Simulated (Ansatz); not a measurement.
Geometry optimisation, DFT PBEsol, scalar-relativistic, plane waves, PAW (Ansatz 0.2.0).

The input (input.yaml):

```yaml
crystal:
  lattice:
    - [6.32, 0.0, 0.0]
    - [0.0, 6.32, 0.0]
    - [0.0, 0.0, 6.32]
  atoms:
    - { symbol: W, position: [-0.0018104, 0.0021095, 0.0025835] }
    - { symbol: W, position: [0.4955271, 0.006631, 0.0127423] }
    - { symbol: W, position: [-0.0062403, 0.5042674, -0.0017723] }
    - { symbol: W, position: [0.0014335, 0.0006604, 0.5094726] }
    - { symbol: W, position: [0.2464765, 0.2552536, 0.250604] }
    - { symbol: W, position: [0.4997848, 0.498791, 0.0059066] }
    - { symbol: W, position: [0.5038818, 0.0036457, 0.5053008] }
    - { symbol: W, position: [0.7460911, 0.2530594, 0.251364] }
    - { symbol: W, position: [-0.0024407, 0.4995511, 0.5089442] }
    - { symbol: W, position: [0.2520753, 0.7395762, 0.2532976] }
    - { symbol: W, position: [0.2492323, 0.2454977, 0.7425292] }
    - { symbol: W, position: [0.492167, 0.5029254, 0.5019098] }
    - { symbol: W, position: [0.7609424, 0.7568536, 0.2457961] }
    - { symbol: W, position: [0.245582, 0.747231, 0.753009] }
    - { symbol: W, position: [0.7494636, 0.7490143, 0.7536331] }
basis:
  ecutwfc: 420.0
kpoints:
  mp_grid: { grid: [3, 3, 3] }
hamiltonian:
  xc: pbesol
  pseudopotentials: { kind: paw, azcp: { folder: soft_1 } }
scf:
  occupations: { method: fermi_dirac, width: 0.15 }
  lower_state_search: "off"
relax:
  f_tol: 0.03
  max_steps: 60
  adjacent_minimum: "off"
```

Command:

```bash
$ ansatz run input.yaml --threads 4 --pin off --max-ram 10240MiB --backend cpu --events-out ev --progress --plain --runs-dir out
```

Problem. Where does it end, and by what steps?

Solution. The forces met the threshold. Limits of this set-up: coarse k mesh, PAW files made for another functional. After 3 steps the energy has fallen by 0.336 eV; W13 moved furthest, 0.10 Å.

```
step  energy less start (eV)  largest force component (eV/Å)  accepted
   0                  0.0000                           1.502       yes
   1                  0.3434                           2.058        no
   2                 -0.3359                           0.037       yes
   3                 -0.3363                           0.003       yes
```

```xyz
15
Lattice="6.3200 0.0000 0.0000 0.0000 6.3200 0.0000 0.0000 0.0000 6.3200" Properties=species:S:1:pos:R:3
W -0.021 0.019 0.006
W 3.165 0.019 0.006
W -0.020 3.153 0.006
W -0.020 0.019 3.192
W 1.572 1.586 1.599
W 3.166 3.153 0.006
W 3.166 0.020 3.192
W 4.733 1.586 1.599
W -0.021 3.153 3.192
W 1.572 4.746 1.599
W 1.572 1.586 4.759
W 3.165 3.154 3.192
W 4.732 4.746 1.599
W 1.573 4.746 4.759
W 4.732 4.747 4.759
```

Whether the end is a true minimum wasn't checked by a vibrational analysis.

Time of the run: 57 s on 4 threads of Arm Neoverse V1, with other jobs on the host, peak memory 1 GiB.
